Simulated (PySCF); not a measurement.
**WO2F2: other functionals and bases at one geometry**

How far do other levels of theory move the description of WO2F2, and what does each cost? The species was built from a template and needn't be a known compound.

Method: several levels, as the steps say, no spin–orbit coupling; program: PySCF 2.14.0.

4 further runs of the same task are left out: 2 for a known fault of the program, 1 that didn't finish, 1 set aside as unsound or not needed.

### Step 1. Starting geometry

5 atoms, charge 0, spin multiplicity 1.

Bond lengths: W1–O2 1.704 Å, W1–O3 1.704 Å, W1–F4 1.862 Å, W1–F5 1.862 Å. Angles: O2–W1–O3 105.8°, O2–W1–F4 108.8°, O2–W1–F5 108.8°, O3–W1–F4 108.8°, O3–W1–F5 108.8°, F4–W1–F5 115.3°.

Geometry (Å):

```xyz
5
charge 0, multiplicity 1
W     0.0000    0.0000   -0.0249
O     0.9611    0.9611    1.0033
O    -0.9611   -0.9611    1.0033
F     1.1118   -1.1118   -1.0215
F    -1.1118    1.1118   -1.0215
```

Formal oxidation states: W +6. An earlier session relaxed this geometry at r2SCAN, W def2-SVP with ECP60, O def2-SVP, F def2-SVP (singlet, point group C2v).

At r2SCAN on the finer grid: E = -417.057847 Eh, HOMO -8.50 eV, LUMO -3.37 eV, Mulliken charge on W1 +1.32 e, largest force component 0.022 eV/Å. 

Levels to run: TPSSh; BLYP; HF; M06-L; r2SCAN, TZVP; r2SCAN, x2c-SVP. Hardware: 2 threads of Arm Neoverse V2, shared host.

### Step 2. TPSSh

Contents of run.py (the lines that set the calculation):

```python
mol = gto.M(atom='''
W      0.00000     0.00000    -0.02494
O      0.96115     0.96115     1.00331
O     -0.96115    -0.96115     1.00331
F      1.11177    -1.11177    -1.02153
F     -1.11177     1.11177    -1.02153''',
    basis={'W': 'def2-SVP', 'O': 'def2-SVP', 'F': 'def2-SVP'},
    ecp={'W': 'def2-SVP'},
    charge=0, spin=0)
mf = dft.RKS(mol, xc='TPSSH')
mf.grids.atom_grid = (75, 302)
mf = mf.density_fit()  # fitting sets: W def2-universal-JKFIT, O def2-universal-JKFIT, F def2-universal-JKFIT
mf.conv_tol = 1e-08; mf.max_cycle = 55
mf.kernel(dm0)  # dm0: the density of the relaxed state
```

The run is started by

```bash
> OMP_NUM_THREADS=2 python run.py
```

Output:

```text
init E= -417.14959136755
  HOMO = -0.324481087098562  LUMO = -0.108365440465127  gap/eV = 5.88081
cycle= 1 E= -417.149799952736  delta_E= -0.000209  |g|= 0.0445  |ddm|= 0.0955
  HOMO = -0.31926786123779  LUMO = -0.116543503541891  gap/eV = 5.51641
cycle= 2 E= -417.144668366383  delta_E= 0.00513  |g|= 0.168  |ddm|= 0.144
  HOMO = -0.325477523502826  LUMO = -0.111966250295567  gap/eV = 5.80994
cycle= 3 E= -417.150179643897  delta_E= -0.00551  |g|= 0.00891  |ddm|= 0.112
  HOMO = -0.324531269929015  LUMO = -0.111283217926659  gap/eV = 5.80278
cycle= 4 E= -417.150194557702  delta_E= -1.49e-05  |g|= 0.00297  |ddm|= 0.00828
  HOMO = -0.324437801590562  LUMO = -0.111107022389087  gap/eV = 5.80503
cycle= 5 E= -417.150196016505  delta_E= -1.46e-06  |g|= 0.000279  |ddm|= 0.002
  HOMO = -0.324463780467219  LUMO = -0.111152365209987  gap/eV = 5.80450
cycle= 6 E= -417.150196033713  delta_E= -1.72e-08  |g|= 5.72e-05  |ddm|= 0.000298
  HOMO = -0.324467857451214  LUMO = -0.111153241971923  gap/eV = 5.80459
cycle= 7 E= -417.150196033683  delta_E= 2.94e-11  |g|= 5.99e-05  |ddm|= 6.91e-05
  HOMO = -0.324468593054462  LUMO = -0.111151995166308  gap/eV = 5.80464
Extra cycle  E= -417.150196023495  delta_E= 1.02e-08  |g|= 0.00023  |ddm|= 0.000196
converged SCF energy = -417.150196023495
```

It took 4.3 s on 2 threads of Arm Neoverse V2, shared host.

Read off: E = -417.150196 Eh, HOMO -8.83 eV, LUMO -3.02 eV, Mulliken charge on W1 +1.32 e, largest force component 0.082 eV/Å. 

### Step 3. BLYP

run.py (the lines that set the calculation): that of step 2 with these lines changed.

```diff
@@ -9,3 +9,3 @@
     charge=0, spin=0)
-mf = dft.RKS(mol, xc='TPSSH')
+mf = dft.RKS(mol, xc='BLYP')
 mf.grids.atom_grid = (75, 302)
```

The run is started by

```bash
> OMP_NUM_THREADS=2 python run.py
```

Output:

```text
init E= -417.14979498717
  HOMO = -0.290501044434759  LUMO = -0.122041412016941  gap/eV = 4.58402
cycle= 1 E= -417.152192868387  delta_E= -0.0024  |g|= 0.0795  |ddm|= 0.296
  HOMO = -0.289359177804528  LUMO = -0.105583898146716  gap/eV = 5.00078
cycle= 2 E= -417.139058256108  delta_E= 0.0131  |g|= 0.269  |ddm|= 0.256
  HOMO = -0.284585673749344  LUMO = -0.115406184739416  gap/eV = 4.60361
cycle= 3 E= -417.152905759113  delta_E= -0.0138  |g|= 0.0594  |ddm|= 0.197
  HOMO = -0.289432061267348  LUMO = -0.116834990377132  gap/eV = 4.69661
cycle= 4 E= -417.153521206068  delta_E= -0.000615  |g|= 0.0187  |ddm|= 0.0491
  HOMO = -0.289737077332109  LUMO = -0.118179603736485  gap/eV = 4.66832
cycle= 5 E= -417.153589111351  delta_E= -6.79e-05  |g|= 0.00117  |ddm|= 0.0148
  HOMO = -0.289628258264745  LUMO = -0.118029789832795  gap/eV = 4.66943
cycle= 6 E= -417.153589380864  delta_E= -2.7e-07  |g|= 0.000252  |ddm|= 0.00102
  HOMO = -0.289627963216439  LUMO = -0.118024774887504  gap/eV = 4.66956
cycle= 7 E= -417.153589391736  delta_E= -1.09e-08  |g|= 6.12e-05  |ddm|= 0.000189
  HOMO = -0.289625853886136  LUMO = -0.11802224078713  gap/eV = 4.66957
cycle= 8 E= -417.153589391207  delta_E= 5.29e-10  |g|= 8.04e-05  |ddm|= 8.48e-05
  HOMO = -0.289625008937016  LUMO = -0.118017719053151  gap/eV = 4.66967
Extra cycle  E= -417.153589362782  delta_E= 2.84e-08  |g|= 0.000383  |ddm|= 0.000308
converged SCF energy = -417.153589362782
```

Run time: 3.1 s. Hardware: 2 threads of Arm Neoverse V2, shared host.

It gives: E = -417.153589 Eh, HOMO -7.88 eV, LUMO -3.21 eV, Mulliken charge on W1 +1.11 e, largest force component 0.810 eV/Å. 

### Step 4. HF

run.py (the lines that set the calculation): that of step 3 with these lines changed.

```diff
@@ -9,4 +9,3 @@
     charge=0, spin=0)
-mf = dft.RKS(mol, xc='BLYP')
-mf.grids.atom_grid = (75, 302)
+mf = scf.RHF(mol)
 mf = mf.density_fit()  # fitting sets: W def2-universal-JKFIT, O def2-universal-JKFIT, F def2-universal-JKFIT
```

The run is started by

```bash
> OMP_NUM_THREADS=2 python run.py
```

Output:

```text
init E= -414.773895891771
  HOMO = -0.494374410826008  LUMO = 0.0611172466859092  gap/eV = 15.11570
cycle= 1 E= -414.821122003338  delta_E= -0.0472  |g|= 0.293  |ddm|= 0.627
  HOMO = -0.498353481204706  LUMO = -0.0139549201594272  gap/eV = 13.18116
cycle= 2 E= -414.816173884017  delta_E= 0.00495  |g|= 0.322  |ddm|= 0.519
  HOMO = -0.520857455293442  LUMO = 0.0201864861153222  gap/eV = 14.72256
cycle= 3 E= -414.836416038116  delta_E= -0.0202  |g|= 0.0463  |ddm|= 0.264
  HOMO = -0.512468812791006  LUMO = 0.0233287253883775  gap/eV = 14.57979
cycle= 4 E= -414.836808014138  delta_E= -0.000392  |g|= 0.0146  |ddm|= 0.0332
  HOMO = -0.514121084783891  LUMO = 0.0231182698912579  gap/eV = 14.61903
cycle= 5 E= -414.836855261671  delta_E= -4.72e-05  |g|= 0.00346  |ddm|= 0.0149
  HOMO = -0.514732775672829  LUMO = 0.0226081931288756  gap/eV = 14.62179
cycle= 6 E= -414.836860879539  delta_E= -5.62e-06  |g|= 0.00123  |ddm|= 0.00514
  HOMO = -0.514931600956771  LUMO = 0.0228452826177233  gap/eV = 14.63365
cycle= 7 E= -414.836862699041  delta_E= -1.82e-06  |g|= 0.000387  |ddm|= 0.00345
  HOMO = -0.515048816570204  LUMO = 0.0228829893837114  gap/eV = 14.63787
cycle= 8 E= -414.836862898781  delta_E= -2e-07  |g|= 0.000133  |ddm|= 0.00121
  HOMO = -0.515075794220657  LUMO = 0.0228833865836144  gap/eV = 14.63861
cycle= 9 E= -414.8368629187  delta_E= -1.99e-08  |g|= 5.25e-05  |ddm|= 0.000358
  HOMO = -0.515084433845658  LUMO = 0.0228818520692929  gap/eV = 14.63881
cycle= 10 E= -414.836862922489  delta_E= -3.79e-09  |g|= 1.72e-05  |ddm|= 0.000182
  HOMO = -0.515084449584609  LUMO = 0.0228829293201235  gap/eV = 14.63884
Extra cycle  E= -414.836862922744  delta_E= -2.55e-10  |g|= 1.18e-05  |ddm|= 3.16e-05
converged SCF energy = -414.836862922744
```

It took 1.6 s on 2 threads of Arm Neoverse V2, shared host.

It gives: E = -414.836863 Eh, HOMO -14.02 eV, LUMO 0.62 eV, Mulliken charge on W1 +1.92 e, largest force component 3.638 eV/Å. 

### Step 5. M06-L

run.py (the lines that set the calculation): that of step 4 with these lines changed.

```diff
@@ -9,3 +9,4 @@
     charge=0, spin=0)
-mf = scf.RHF(mol)
+mf = dft.RKS(mol, xc='M06L')
+mf.grids.atom_grid = (75, 302)
 mf = mf.density_fit()  # fitting sets: W def2-universal-JKFIT, O def2-universal-JKFIT, F def2-universal-JKFIT
```

The run is started by

```bash
> OMP_NUM_THREADS=2 python run.py
```

Output:

```text
init E= -417.164491051442
  HOMO = -0.312234555778751  LUMO = -0.121920995668598  gap/eV = 5.17870
cycle= 1 E= -417.167623498413  delta_E= -0.00313  |g|= 0.0389  |ddm|= 0.183
  HOMO = -0.307502501061911  LUMO = -0.126150499457513  gap/eV = 4.93484
cycle= 2 E= -417.16402244033  delta_E= 0.0036  |g|= 0.141  |ddm|= 0.117
  HOMO = -0.311625779834554  LUMO = -0.122088507769257  gap/eV = 5.15757
cycle= 3 E= -417.16784562849  delta_E= -0.00382  |g|= 0.0208  |ddm|= 0.0989
  HOMO = -0.310561572835113  LUMO = -0.12202325636336  gap/eV = 5.13039
cycle= 4 E= -417.167930881331  delta_E= -8.53e-05  |g|= 0.000798  |ddm|= 0.0145
  HOMO = -0.310587757381661  LUMO = -0.12202352696487  gap/eV = 5.13109
cycle= 5 E= -417.167931026986  delta_E= -1.46e-07  |g|= 0.00022  |ddm|= 0.000967
  HOMO = -0.310568976206959  LUMO = -0.121994759079772  gap/eV = 5.13137
cycle= 6 E= -417.167931033989  delta_E= -7e-09  |g|= 9.9e-05  |ddm|= 0.00022
  HOMO = -0.31058135415909  LUMO = -0.122021343308287  gap/eV = 5.13098
Extra cycle  E= -417.167931017814  delta_E= 1.62e-08  |g|= 0.000299  |ddm|= 0.000299
converged SCF energy = -417.167931017814
```

It took 4.1 s on 2 threads of Arm Neoverse V2, shared host.

Result: E = -417.167931 Eh, HOMO -8.45 eV, LUMO -3.32 eV, Mulliken charge on W1 +1.49 e, largest force component 0.405 eV/Å. 

### Step 6. r2SCAN, TZVP

Basis: W def2-TZVP with ECP60, O def2-TZVP, F def2-TZVP. 

Contents of run.py (the lines that set the calculation):

```python
mol = gto.M(atom='''
W      0.00000     0.00000    -0.02494
O      0.96115     0.96115     1.00331
O     -0.96115    -0.96115     1.00331
F      1.11177    -1.11177    -1.02153
F     -1.11177     1.11177    -1.02153''',
    basis={'W': 'def2-TZVP', 'O': 'def2-TZVP', 'F': 'def2-TZVP'},
    ecp={'W': 'def2-TZVP'},
    charge=0, spin=0)
mf = dft.RKS(mol, xc='R2SCAN')
mf.grids.atom_grid = (75, 302)
mf = mf.density_fit()  # fitting sets: W def2-universal-JKFIT, O def2-universal-JKFIT, F def2-universal-JKFIT
mf.conv_tol = 1e-08; mf.max_cycle = 55
mf.kernel(dm0)  # dm0: free metal ions and neutral atoms
```

The run is started by

```bash
> OMP_NUM_THREADS=2 python run.py
```

Output:

```text
init E= -427.370736186267
  HOMO = -0.269826118680518  LUMO = -0.0694470034754842  gap/eV = 5.45259
cycle= 1 E= -416.833103464503  delta_E= 10.5  |g|= 2.28  |ddm|= 2.59
  HOMO = -0.271020040089343  LUMO = -0.108720900719813  gap/eV = 4.41638
cycle= 2 E= -415.899569326499  delta_E= 0.934  |g|= 3.37  |ddm|= 2.19
  HOMO = -0.298794966705511  LUMO = -0.152803679537243  gap/eV = 3.97263
cycle= 3 E= -417.43392511637  delta_E= -1.53  |g|= 0.625  |ddm|= 1.45
  HOMO = -0.360902159024308  LUMO = -0.09618880917731  gap/eV = 7.20322
cycle= 4 E= -417.300788209687  delta_E= 0.133  |g|= 1.05  |ddm|= 0.83
  HOMO = -0.308953262676443  LUMO = -0.117080623139163  gap/eV = 5.22112
cycle= 5 E= -417.514326019072  delta_E= -0.214  |g|= 0.0601  |ddm|= 0.486
  HOMO = -0.316515702399101  LUMO = -0.128471438429376  gap/eV = 5.11695
cycle= 6 E= -417.51481404675  delta_E= -0.000488  |g|= 0.0338  |ddm|= 0.0563
  HOMO = -0.313336117926294  LUMO = -0.125175945571241  gap/eV = 5.12010
cycle= 7 E= -417.515038319637  delta_E= -0.000224  |g|= 0.00662  |ddm|= 0.0231
  HOMO = -0.31370644839463  LUMO = -0.125190057337402  gap/eV = 5.12979
cycle= 8 E= -417.515047378945  delta_E= -9.06e-06  |g|= 0.000912  |ddm|= 0.00364
  HOMO = -0.313702577103122  LUMO = -0.125145343893078  gap/eV = 5.13090
cycle= 9 E= -417.515047520827  delta_E= -1.42e-07  |g|= 0.00015  |ddm|= 0.0005
  HOMO = -0.313714576603488  LUMO = -0.125150057266765  gap/eV = 5.13110
cycle= 10 E= -417.515047524648  delta_E= -3.82e-09  |g|= 2.81e-05  |ddm|= 6.89e-05
  HOMO = -0.313722596061272  LUMO = -0.125151466694994  gap/eV = 5.13128
Extra cycle  E= -417.515047523183  delta_E= 1.46e-09  |g|= 9.33e-05  |ddm|= 5.95e-05
converged SCF energy = -417.515047523183
```

Run time: 14 s. Hardware: 2 threads of Arm Neoverse V2, shared host.

Result: E = -417.515048 Eh, HOMO -8.54 eV, LUMO -3.41 eV, Mulliken charge on W1 +1.68 e, largest force component 0.139 eV/Å. 

### Step 7. r2SCAN, x2c-SVP

Basis: W x2c-SVPall, O x2c-SVPall, F x2c-SVPall. All electrons are treated, with the spin-free X2C Hamiltonian.

Contents of run.py (the lines that set the calculation):

```python
mol = gto.M(atom='''
W      0.00000     0.00000    -0.02494
O      0.96115     0.96115     1.00331
O     -0.96115    -0.96115     1.00331
F      1.11177    -1.11177    -1.02153
F     -1.11177     1.11177    -1.02153''',
    basis={'W': 'x2c-SVPall', 'O': 'x2c-SVPall', 'F': 'x2c-SVPall'},
    nucmod='G',
    charge=0, spin=0)
mf = dft.RKS(mol, xc='R2SCAN')
mf.grids.atom_grid = (99, 590)
mf = mf.density_fit()  # fitting sets: W AutoAux, O AutoAux, F AutoAux
mf = mf.sfx2c1e()
mf.conv_tol = 1e-08; mf.max_cycle = 55
mf.kernel(dm0)  # dm0: free metal ions and neutral atoms
```

The run is started by

```bash
> OMP_NUM_THREADS=2 python run.py
```

Output:

```text
init E= -16503.927112806
  HOMO = -0.25565293734704  LUMO = -0.0711095206467072  gap/eV = 5.02168
cycle= 1 E= -16492.5028164532  delta_E= 11.4  |g|= 2.06  |ddm|=  3.6
  HOMO = -0.282999030347149  LUMO = -0.111551273656847  gap/eV = 4.66533
cycle= 2 E= -16491.5881415025  delta_E= 0.915  |g|= 2.97  |ddm|= 3.04
  HOMO = -0.297088192957828  LUMO = -0.171151521426738  gap/eV = 3.42691
cycle= 3 E= -16493.0196435485  delta_E= -1.43  |g|= 0.979  |ddm|= 2.02
  HOMO = -0.354638115505216  LUMO = -0.13014660278686  gap/eV = 6.10873
cycle= 4 E= -16493.1029600349  delta_E= -0.0833  |g|= 0.706  |ddm|= 1.02
  HOMO = -0.314880987267054  LUMO = -0.136097526282017  gap/eV = 4.86495
cycle= 5 E= -16493.2001501506  delta_E= -0.0972  |g|= 0.0765  |ddm|= 0.462
  HOMO = -0.325132557102746  LUMO = -0.144352510554958  gap/eV = 4.91928
cycle= 6 E= -16493.2009643458  delta_E= -0.000814  |g|= 0.029  |ddm|= 0.0562
  HOMO = -0.322150350394686  LUMO = -0.141464587252816  gap/eV = 4.91671
cycle= 7 E= -16493.2011183851  delta_E= -0.000154  |g|= 0.00475  |ddm|= 0.0236
  HOMO = -0.32249533214814  LUMO = -0.141630077406047  gap/eV = 4.92159
cycle= 8 E= -16493.2011229085  delta_E= -4.52e-06  |g|= 0.0011  |ddm|= 0.00318
  HOMO = -0.322525603360086  LUMO = -0.141598919167784  gap/eV = 4.92327
cycle= 9 E= -16493.2011231464  delta_E= -2.38e-07  |g|= 0.000167  |ddm|= 0.00062
  HOMO = -0.322529139814744  LUMO = -0.141590526529537  gap/eV = 4.92359
cycle= 10 E= -16493.2011231518  delta_E= -5.32e-09  |g|= 1.31e-05  |ddm|= 0.000119
  HOMO = -0.322527505710593  LUMO = -0.141593138394988  gap/eV = 4.92347
Extra cycle  E= -16493.2011231512  delta_E= 6.04e-10  |g|= 5.61e-05  |ddm|= 4.48e-05
converged SCF energy = -16493.2011231512
```

Wall time 25 s (2 threads of Arm Neoverse V2, shared host).

It gives: E = -16493.201123 Eh, HOMO -8.78 eV, LUMO -3.85 eV, Mulliken charge on W1 +1.28 e, largest force component 0.708 eV/Å. 

### Step 8. Results

| level | state | HOMO (eV) | gap (eV) | charge on W1 (e) | dipole (D) | largest force (eV/Å) | basis functions | time |
| --- | --- | --- | --- | --- | --- | --- | --- | --- |
| r2SCAN (relaxed here) | singlet | -8.50 | 5.14 | 1.32 | 1.74 | 0.02 | 88 | 15 s |
| TPSSh | singlet | -8.83 | 5.80 | 1.32 | 1.77 | 0.08 | 88 | 4.3 s |
| BLYP | singlet | -7.88 | 4.67 | 1.11 | 1.70 | 0.81 | 88 | 3.1 s |
| HF | singlet | -14.02 | 14.64 | 1.92 | 2.14 | 3.64 | 88 | 1.6 s |
| M06-L | singlet | -8.45 | 5.13 | 1.49 | 1.74 | 0.40 | 88 | 4.1 s |
| r2SCAN, TZVP | singlet | -8.54 | 5.13 | 1.68 | 1.78 | 0.14 | 164 | 14 s |
| r2SCAN, x2c-SVP | singlet | -8.78 | 4.92 | 1.28 | 1.64 | 0.71 | 122 | 25 s |

Times are on 2 threads of Arm Neoverse V2, shared host; the first row also made further properties.

In one basis the HOMO–LUMO gap runs from 4.67 eV (BLYP) to 14.64 eV (HF). The largest leftover force, 3.64 eV/Å with HF, stands at a geometry relaxed at another level. The Mulliken charge on W spans +1.11 to +1.92 e over the levels. Total energies of different levels can't be compared. Spin–orbit coupling is left out throughout.
